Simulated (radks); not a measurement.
# Te⁴⁹⁺ in 1s1.5 2s1.5: an all-electron calculation

The task here is to estimate one member of a computed series from the others.

The numbers are computed with radks (a radial shooting solver on a logarithmic mesh, Libxc functionals) version 1 (scalar-relativistic Kohn-Sham, exchange-only B88, spin-polarised, spherical densities, finite nucleus; open shells are filled with parallel spins first), except any that are marked as measured or tabulated.

**The atom as given**

```
element            : tellurium (Z = 52)
charge             : +49
electrons          : 3
configuration      : 1s1.5 2s1.5
nuclear rms radius : 4.7423 fm
```

The first run:

Input:

```text
Z 52
configuration 1s1.5 2s1.5
relativity scalar-relativistic
functional b88,
spin polarised
nucleus finite rms 4.7423 fm
c 137.035999084
```

One of the session's tables, all rows but one given; the rest of the session is left out.

It belongs to the step «Radial structure». From the orbitals of this run (lengths in bohr):

```
  level      <r>  outermost maximum (interpolated)  90 % within
  1s up  0.02756                            0.0178       0.0495
1s down        ?                                 ?            ?
  2s up   0.1119                            0.0969        0.171
2s down   0.1121                            0.0970        0.172
```

**Question.** Estimate the row for 1s down.

The run gave: <r>: 0.02760; outermost maximum (interpolated): 0.0179; 90 % within: 0.0496. In the column «<r>» it lies between 1s up (0.02756) and 2s up (0.1119).
